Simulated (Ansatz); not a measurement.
# ZrTiSe3: the cost of one run

Method: DFT PBE, scalar-relativistic, plane waves, PAW, in Ansatz 0.2.0.

1 further run of the same task is left out (it didn't finish).

**1. The starting structure**

The structure is hexagonal, space group P6/mmm (No. 191). Conventional cell: a = 5.038 Å, b = 5.038 Å, c = 5.064 Å, α = 90.00°, β = 90.00°, γ = 120.00°. Around Zr (site symmetry 6/mmm) lie 6 Se at 2.52 Å and 2 Ti at 2.53 Å. Ti (site symmetry 6/mmm) is surrounded by 2 Zr at 2.53 Å. Se (site symmetry mmm) has 2 Zr at 2.52 Å and 4 Se at 2.52 Å in its first shell of neighbours.

Structure file:

```cif
data_structure
_symmetry_space_group_name_H-M 'P6/mmm'
_symmetry_Int_Tables_number 191
_cell_length_a 5.0381
_cell_length_b 5.0381
_cell_length_c 5.0639
_cell_angle_alpha 90.000
_cell_angle_beta 90.000
_cell_angle_gamma 120.000
_cell_volume 111.31
loop_
_atom_site_label
_atom_site_type_symbol
_atom_site_symmetry_multiplicity
_atom_site_Wyckoff_symbol
_atom_site_fract_x
_atom_site_fract_y
_atom_site_fract_z
_atom_site_occupancy
Zr1 Zr 1 b 0.00000 0.00000 0.50000 1
Ti1 Ti 1 a 0.00000 0.00000 0.00000 1
Se1 Se 3 g 0.50000 0.00000 0.50000 1
```

Recipe of the guess: random cell by space group and Wyckoff sites (P6/mmm, No. 191). The dimensions are guesses.

**2. The guess as it stands, on a coarse mesh**

input.yaml reads:

```yaml
crystal:
  lattice:
    - [5.03808916, 0.0, 0.0]
    - [-2.51904458, 4.3631132, 0.0]
    - [0.0, 0.0, 5.06392442]
  atoms:
    - { symbol: Zr, position: [0.0, 0.0, 0.5] }
    - { symbol: Ti, position: [0.0, 0.0, 0.0], spin: 1.0 }
    - { symbol: Se, position: [0.5, 0.0, 0.5] }
    - { symbol: Se, position: [0.0, 0.5, 0.5] }
    - { symbol: Se, position: [0.5, 0.5, 0.5] }
basis:
  ecutwfc: 420
kpoints:
  mp_grid: { grid: [6, 6, 4] }
hamiltonian:
  xc: pbe
scf:
  occupations: { method: gaussian, width: 0.1 }
  lower_state_search: "off"
output:
  forces: true
  stress: true
  eigenvalues: true
  populations: true
magnetization:
  spin_polarized: true
```

Run with:

```console
$ ansatz run input.yaml --threads 1 --pin off --max-ram 2560MiB --backend cpu --events-out ev --progress --plain --runs-dir out
```

Q: Estimate wall time and peak memory on 1 thread of Intel Xeon at 2.50GHz (Skylake/Cascade Lake), shared host.

About 50 s, with a peak of 0.53 GiB.
